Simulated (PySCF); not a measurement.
# A gas-phase reaction: ClH5Si2 + Cl2 → Cl2H4Si2 + ClH

Wanted: the reaction energy for `[SiH3][SiH2]Cl` + `ClCl` → `[SiH3][SiH](Cl)Cl` + `Cl`.

Programs: PySCF 2.14.0. All values are calculated, for the isolated system unless a continuum is named. Atoms count from 0, parts from 1.

## (1) The system as given

Each species was relaxed by itself at PBE0-D3(BJ)/def2-SVPD.

## (2) Reaction energy: wB97M-D3(BJ)/def2-TZVPD

Job settings and geometry (Å):

```
{"job": {"kind": "react", "xc": "wB97M-D3(BJ)", "basis": "def2-TZVPD"}, "charge": 0, "multiplicity": 1}
-1 ClH5Si2 charge 0 multiplicity 1
Si     0.802440     0.262840    -0.491250
Si    -0.950630    -0.506750     0.858150
Cl    -1.652710    -2.308460     0.060860
H      0.271390     0.659790    -1.828200
H      1.437000     1.448990     0.160900
H      1.817870    -0.818250    -0.652900
H     -0.508890    -0.784270     2.255100
H     -2.102710     0.439610     0.884780

-1 Cl2 charge 0 multiplicity 1
Cl     1.014510    -0.004260     0.018410
Cl    -1.014580     0.006320    -0.017400

+1 Cl2H4Si2 charge 0 multiplicity 1
Si    -1.222220    -0.130160    -0.155060
Si     1.041440     0.060910     0.401190
Cl     2.150700    -1.124540    -0.898000
Cl     1.628610     2.040290     0.156420
H     -1.387520     0.321380    -1.565970
H     -2.025430     0.729060     0.763250
H     -1.637080    -1.556600    -0.013580
H      1.427520    -0.335990     1.780550

+1 ClH charge 0 multiplicity 1
Cl     0.644520    -0.003550     0.014940
H     -0.643320     0.005120    -0.014700
```

With the program's defaults for keys left out, this is: wB97M-D3(BJ)/def2-TZVPD reaction energy of separated species, gas phase.

Launch:

```console
OMP_NUM_THREADS=1 python cluster_run.py task.json out
```

This one command runs all jobs of the session in turn.

Output:

```text
species 1 (ClH5Si2)
coarse grid: 31504 points
cycle   1  E = -1042.3515571201  dE = -1.644e-01  |g| = 3.031e-01  |ddm| = 1.994e+00
cycle   2  E = -1042.3702660552  dE = -1.871e-02  |g| = 2.284e-01  |ddm| = 4.822e-01
cycle   3  E = -1042.3826621132  dE = -1.240e-02  |g| = 2.186e-02  |ddm| = 2.128e-01
cycle   4  E = -1042.3828415034  dE = -1.794e-04  |g| = 6.535e-03  |ddm| = 3.559e-02
cycle   5  E = -1042.3828626903  dE = -2.119e-05  |g| = 1.478e-03  |ddm| = 1.322e-02
cycle   6  E = -1042.3828635873  dE = -8.970e-07  |g| = 3.230e-04  |ddm| = 2.200e-03
final grid: 62464 points
cycle   7  E = -1042.3828238469  dE = -1.070e-07  |g| = 1.728e-04  |ddm| = 2.605e-03
cycle   8  E = -1042.3828238578  dE = -1.089e-08  |g| = 1.052e-04  |ddm| = 3.928e-04
cycle   9  E = -1042.3828238603  dE = -2.524e-09  |g| = 2.250e-05  |ddm| = 1.076e-04
cycle  10  E = -1042.3828238608  dE = -5.380e-10  |g| = 5.240e-06  |ddm| = 7.503e-05
converged SCF energy = -1042.3828238608

species 2 (Cl2)
coarse grid: 12632 points
cycle   1  E = -920.4762354356  dE =  6.390e-02  |g| = 2.472e-01  |ddm| = 1.180e+00
cycle   2  E = -920.4854155107  dE = -9.180e-03  |g| = 1.551e-01  |ddm| = 2.411e-01
cycle   3  E = -920.4902182529  dE = -4.803e-03  |g| = 1.247e-02  |ddm| = 9.692e-02
cycle   4  E = -920.4902876703  dE = -6.942e-05  |g| = 2.486e-03  |ddm| = 1.204e-02
cycle   5  E = -920.4902920261  dE = -4.356e-06  |g| = 2.986e-04  |ddm| = 3.875e-03
final grid: 23496 points
cycle   6  E = -920.4902479093  dE = -4.805e-08  |g| = 9.231e-05  |ddm| = 4.947e-04
cycle   7  E = -920.4902479128  dE = -3.541e-09  |g| = 4.849e-05  |ddm| = 1.125e-04
cycle   8  E = -920.4902479135  dE = -6.380e-10  |g| = 1.450e-05  |ddm| = 4.237e-05
converged SCF energy = -920.4902479135

species 3 (Cl2H4Si2)
coarse grid: 35344 points
cycle   1  E = -1502.0524258827  dE =  6.918e-02  |g| = 4.105e-01  |ddm| = 2.079e+00
cycle   2  E = -1502.0752359013  dE = -2.281e-02  |g| = 3.629e-01  |ddm| = 6.744e-01
cycle   3  E = -1502.1074462242  dE = -3.221e-02  |g| = 2.469e-02  |ddm| = 3.109e-01
cycle   4  E = -1502.1076939130  dE = -2.477e-04  |g| = 7.709e-03  |ddm| = 4.259e-02
cycle   5  E = -1502.1077263833  dE = -3.247e-05  |g| = 2.652e-03  |ddm| = 1.820e-02
cycle   6  E = -1502.1077288137  dE = -2.430e-06  |g| = 5.174e-04  |ddm| = 3.078e-03
final grid: 68832 points
cycle   7  E = -1502.1076601419  dE = -2.332e-07  |g| = 2.431e-04  |ddm| = 2.144e-03
cycle   8  E = -1502.1076601743  dE = -3.241e-08  |g| = 1.261e-04  |ddm| = 4.626e-04
cycle   9  E = -1502.1076601803  dE = -6.022e-09  |g| = 4.203e-05  |ddm| = 1.571e-04
cycle  10  E = -1502.1076601822  dE = -1.860e-09  |g| = 1.215e-05  |ddm| = 1.295e-04
cycle  11  E = -1502.1076601822  dE = -4.798e-11  |g| = 2.784e-06  |ddm| = 1.451e-05
converged SCF energy = -1502.1076601822

species 4 (ClH)
coarse grid: 8792 points
cycle   1  E = -460.8503336488  dE = -8.165e-02  |g| = 2.169e-01  |ddm| = 7.239e-01
cycle   2  E = -460.8625130319  dE = -1.218e-02  |g| = 1.397e-01  |ddm| = 2.651e-01
cycle   3  E = -460.8670523372  dE = -4.539e-03  |g| = 1.358e-02  |ddm| = 9.818e-02
cycle   4  E = -460.8670934207  dE = -4.108e-05  |g| = 3.364e-03  |ddm| = 9.545e-03
cycle   5  E = -460.8670996691  dE = -6.248e-06  |g| = 8.516e-04  |ddm| = 3.915e-03
final grid: 17120 points
cycle   6  E = -460.8670682695  dE = -3.714e-07  |g| = 3.675e-04  |ddm| = 8.882e-04
cycle   7  E = -460.8670683158  dE = -4.625e-08  |g| = 1.617e-04  |ddm| = 3.980e-04
cycle   8  E = -460.8670683223  dE = -6.573e-09  |g| = 4.219e-05  |ddm| = 1.294e-04
cycle   9  E = -460.8670683236  dE = -1.312e-09  |g| = 3.959e-06  |ddm| = 6.529e-05
cycle  10  E = -460.8670683236  dE = -4.150e-12  |g| = 8.160e-07  |ddm| = 3.306e-06
converged SCF energy = -460.8670683236

Reaction energy = -64.439 kcal/mol
```

It took 48 s on 1 thread of Arm Neoverse N1, shared host; peak memory 0.8 GiB.

Species by species (with the dispersion term, which the log's SCF energies lack):

```tsv
ν	species	energy (Eh)	HOMO (eV)
-1	[SiH3][SiH2]Cl	-1042.39069	-10.38
-1	ClCl	-920.49147	-11.18
+1	[SiH3][SiH](Cl)Cl	-1502.11724	-10.47
+1	Cl	-460.86761	-11.93
```

## (3) Energies of the species: PBE0-D3(BJ)/def2-TZVPD

Same as in step 2 but for these lines:

```diff
@@ -1,2 +1,2 @@
-{"job": {"kind": "react", "xc": "wB97M-D3(BJ)", "basis": "def2-TZVPD"}, "charge": 0, "multiplicity": 1}
+{"job": {"kind": "react", "xc": "PBE0", "basis": "def2-TZVPD", "disp": "d3bj"}, "charge": 0, "multiplicity": 1}
 -1 ClH5Si2 charge 0 multiplicity 1
```

Method: PBE0-D3(BJ)/def2-TZVPD reaction energy of separated species, gas phase.

Output:

```text
species 1 (ClH5Si2)
coarse grid: 7976 points
cycle   1  E = -1041.8455967861  dE = -1.479e-01  |g| = 2.442e-01  |ddm| = 1.954e+00
cycle   2  E = -1041.8420580753  dE =  3.539e-03  |g| = 2.683e-01  |ddm| = 4.630e-01
cycle   3  E = -1041.8607673154  dE = -1.871e-02  |g| = 2.958e-02  |ddm| = 2.495e-01
cycle   4  E = -1041.8609303916  dE = -1.631e-04  |g| = 6.953e-03  |ddm| = 1.988e-02
cycle   5  E = -1041.8609408876  dE = -1.050e-05  |g| = 2.614e-03  |ddm| = 7.313e-03
cycle   6  E = -1041.8609425766  dE = -1.689e-06  |g| = 4.225e-04  |ddm| = 2.296e-03
final grid: 62464 points
cycle   7  E = -1041.8606495144  dE = -1.145e-05  |g| = 2.740e-03  |ddm| = 2.455e-02
cycle   8  E = -1041.8606494392  dE =  7.515e-08  |g| = 2.379e-03  |ddm| = 4.030e-03
cycle   9  E = -1041.8606505299  dE = -1.091e-06  |g| = 2.890e-04  |ddm| = 2.205e-03
cycle  10  E = -1041.8606505551  dE = -2.523e-08  |g| = 7.401e-05  |ddm| = 2.937e-04
cycle  11  E = -1041.8606505566  dE = -1.455e-09  |g| = 1.687e-05  |ddm| = 7.142e-05
cycle  12  E = -1041.8606505567  dE = -8.640e-11  |g| = 2.064e-06  |ddm| = 1.725e-05
converged SCF energy = -1041.8606505567

species 2 (Cl2)
coarse grid: 3248 points
cycle   1  E = -920.0848726045  dE =  1.015e-01  |g| = 1.608e-01  |ddm| = 1.191e+00
cycle   2  E = -920.0872230718  dE = -2.350e-03  |g| = 8.738e-02  |ddm| = 1.235e-01
cycle   3  E = -920.0886058265  dE = -1.383e-03  |g| = 3.229e-02  |ddm| = 7.027e-02
cycle   4  E = -920.0888569528  dE = -2.511e-04  |g| = 5.428e-04  |ddm| = 2.039e-02
cycle   5  E = -920.0888570622  dE = -1.094e-07  |g| = 2.231e-04  |ddm| = 9.352e-04
final grid: 23496 points
cycle   6  E = -920.0901492962  dE = -8.697e-06  |g| = 2.711e-03  |ddm| = 7.436e-03
cycle   7  E = -920.0901497303  dE = -4.340e-07  |g| = 1.505e-03  |ddm| = 3.016e-03
cycle   8  E = -920.0901499703  dE = -2.400e-07  |g| = 1.113e-04  |ddm| = 1.209e-03
cycle   9  E = -920.0901499729  dE = -2.649e-09  |g| = 4.175e-05  |ddm| = 9.919e-05
cycle  10  E = -920.0901499733  dE = -3.893e-10  |g| = 3.003e-06  |ddm| = 2.415e-05
converged SCF energy = -920.0901499733

species 3 (Cl2H4Si2)
coarse grid: 8976 points
cycle   1  E = -1501.3566493236  dE =  5.826e-02  |g| = 3.288e-01  |ddm| = 2.080e+00
cycle   2  E = -1501.3400779792  dE =  1.657e-02  |g| = 4.155e-01  |ddm| = 6.533e-01
cycle   3  E = -1501.3848788943  dE = -4.480e-02  |g| = 4.230e-02  |ddm| = 3.642e-01
cycle   4  E = -1501.3852328352  dE = -3.539e-04  |g| = 1.487e-02  |ddm| = 3.468e-02
cycle   5  E = -1501.3852877575  dE = -5.492e-05  |g| = 2.940e-03  |ddm| = 1.418e-02
cycle   6  E = -1501.3852896847  dE = -1.927e-06  |g| = 8.215e-04  |ddm| = 3.133e-03
final grid: 68832 points
cycle   7  E = -1501.3857870348  dE = -1.608e-05  |g| = 3.788e-03  |ddm| = 2.583e-02
cycle   8  E = -1501.3857868822  dE =  1.525e-07  |g| = 3.287e-03  |ddm| = 5.402e-03
cycle   9  E = -1501.3857889524  dE = -2.070e-06  |g| = 4.942e-04  |ddm| = 3.021e-03
cycle  10  E = -1501.3857890241  dE = -7.170e-08  |g| = 1.130e-04  |ddm| = 4.647e-04
cycle  11  E = -1501.3857890275  dE = -3.457e-09  |g| = 2.176e-05  |ddm| = 1.077e-04
cycle  12  E = -1501.3857890277  dE = -1.442e-10  |g| = 6.144e-06  |ddm| = 2.006e-05
converged SCF energy = -1501.3857890277

species 4 (ClH)
coarse grid: 2248 points
cycle   1  E = -460.6537835864  dE = -4.644e-02  |g| = 1.882e-01  |ddm| = 7.411e-01
cycle   2  E = -460.6558524060  dE = -2.069e-03  |g| = 1.902e-01  |ddm| = 3.151e-01
cycle   3  E = -460.6653808896  dE = -9.528e-03  |g| = 1.506e-02  |ddm| = 1.513e-01
cycle   4  E = -460.6654029465  dE = -2.206e-05  |g| = 2.693e-03  |ddm| = 7.323e-03
cycle   5  E = -460.6654044943  dE = -1.548e-06  |g| = 1.111e-03  |ddm| = 2.553e-03
final grid: 17120 points
cycle   6  E = -460.6658903820  dE = -4.428e-06  |g| = 2.164e-03  |ddm| = 7.330e-03
cycle   7  E = -460.6658904113  dE = -2.933e-08  |g| = 1.795e-03  |ddm| = 2.512e-03
cycle   8  E = -460.6658910295  dE = -6.182e-07  |g| = 1.533e-04  |ddm| = 1.363e-03
cycle   9  E = -460.6658910364  dE = -6.897e-09  |g| = 2.145e-05  |ddm| = 1.086e-04
cycle  10  E = -460.6658910365  dE = -1.010e-10  |g| = 4.934e-06  |ddm| = 1.679e-05
converged SCF energy = -460.6658910365

Reaction energy = -64.132 kcal/mol
```

Run time: 27 s. Hardware: 1 thread of Arm Neoverse N1, shared host; peak memory 0.65 GiB.

Reaction energy at this level: -64.13 kcal/mol.

## (4) Comparing the runs

Energies in kcal/mol, with wall time:

```tsv
run	reaction	time
wB97M-D3(BJ)/def2-TZVPD	-64.44	48 s
PBE0-D3(BJ)/def2-TZVPD	-64.13	27 s
```

## (5) What came out

```
                                                quantity                      value
               reaction energy (wB97M-D3(BJ)/def2-TZVPD)            -64.44 kcal/mol
                     ΔH, ΔG at 298 K (xTB thermal terms)      -64.8, -64.6 kcal/mol
range of the reaction energy over the runs of this table  -64.44 to -64.13 kcal/mol
```

**Reading.** The reaction is exothermic by 64.8 kcal/mol in the gas phase; dispersion gives -0.65, and xTB itself gave -38.13 for the electronic energy (xTB energies and thermal terms come from the earlier relaxation of each species, not shown). No barrier was sought. xTB and this level differ widely in the electronic energy, so what comes from xTB (the thermal terms above all) is less safe here. The reaction energy runs from -64.44 (wB97M-D3(BJ)/def2-TZVPD) to -64.13 kcal/mol (PBE0-D3(BJ)/def2-TZVPD).
